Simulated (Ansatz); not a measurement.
# BF: the cost of one run

Program: Ansatz 0.2.0. Level of theory: DFT PBE, scalar-relativistic, plane waves, PAW, unless a step names another level. These are calculated values, not measurements.

6 further runs of the same task are left out: 6 set aside as unsound or not needed.

## Step 1: Plan

Pauling electronegativities: B 2.04, F 3.98 (spread 1.94). No set of common oxidation states balances it. Tabulated atomic sizes suggest about 9 Å³/atom. 31 candidates were drawn, by swapping species into database cells of other compounds, at random by space group and Wyckoff sites, or by hand, as the table says:

```
name              made from  space group no.           Wyckoff sites  atoms (primitive cell)  V (Å³/atom)
 c01                 random               12              B 4e; F 4i                       4         11.7
 c02                 random              191              B 1a; F 1b                       2          9.2
 c03  database cell of SrMg               51              B 2f; F 2e                       4         12.9
 c04                 random              156              B 1a; F 1c                       2         10.8
 c05  database cell of BaSi               63              B 4c; F 4c                       4         11.8
 c06                 random               38              B 2a; F 2b                       2         10.9
 c07   database cell of PdO              131              B 2c; F 2f                       4          9.9
 c08                 random               71              B 2c; F 2a                       2         11.9
 c09                 random              160              B 3a; F 3a                       2         11.6
 c10                 random               38  B 4e, 4d; F 4d, 2b, 2a                       8         11.2
 c11   database cell of AgO               15              B 4c; F 4e                       4          8.7
 c12                 random              119              B 2d; F 2a                       2         11.8
 c13  database cell of CuBr              216              B 4a; F 4d                       2          9.4
 c14                 random              191          B 2e; F 1b, 1a                       4          9.5
 c15  database cell of InCl               36              B 4a; F 4a                       4         11.1
 c16                 random              191          B 2c; F 1a, 1b                       4          9.9
 c17                 random               12      B 4e, 2a; F 2b, 4i                       6         11.1
 c18   database cell of CrN               12          B 2c, 2b; F 4i                       4          7.9
 c19                 random              187          B 1f, 1d; F 2i                       4         11.0
 c20  database cell of CuRh              166              B 3a; F 3b                       2          9.4
 c21                 random              123              B 1b; F 1d                       2          9.8
 c22  database cell of TbSm              187              B 1b; F 1e                       2         12.3
 c23   database cell of VMo               65              B 2c; F 2a                       2          8.8
 c24   database cell of VIr               65              B 4j; F 4g                       4          9.4
 c25  database cell of CeAs              225              B 4a; F 4b                       2         10.0
 c26                 random              221              B 1b; F 1a                       2         11.0
 c27   database cell of ZnO              216              B 4a; F 4c                       2          9.6
 c28                 random               65              B 4e; F 4l                       4         10.8
 c29  database cell of ZrRu              221              B 1a; F 1b                       2         10.9
 c30                 random              131              B 2d; F 2a                       4         11.1
 c31                 random               59              B 4e; F 4e                       8         11.5
```

## Step 2: Screening run of c11

input.yaml reads:

```yaml
crystal:
  lattice:
    - [2.54112198, -1.51025661, 0.0]
    - [2.54112198, 1.51025661, 0.0]
    - [-1.43502895, 0.0, 4.55133035]
  atoms:
    - { symbol: B, position: [0.0, 0.5, 0.0] }
    - { symbol: B, position: [0.5, 0.0, 0.5] }
    - { symbol: F, position: [0.916, 0.084, 0.25] }
    - { symbol: F, position: [0.084, 0.916, 0.75] }
basis:
  ecutwfc: 420
kpoints:
  mp_grid: { grid: [8, 8, 4] }
hamiltonian:
  xc: pbe
scf:
  occupations: { method: gaussian, width: 0.2 }
  lower_state_search: "off"
output:
  forces: true
  stress: true
  eigenvalues: true
relax:
  adjacent_minimum: "off"
  f_tol: 0.08
  max_steps: 16
  cell: { stress_tol: 0.8 }
```

Started as:

```bash
ansatz run input.yaml --threads 1 --pin off --max-ram 2560MiB --backend cpu --events-out ev --progress --plain --runs-dir out
```

**Question.** How long does this run take on 1 thread of Intel Xeon Platinum 8375C at 2.90GHz (Ice Lake), shared host, and how much memory does it need?

About 28 s, with a peak of 0.44 GiB.
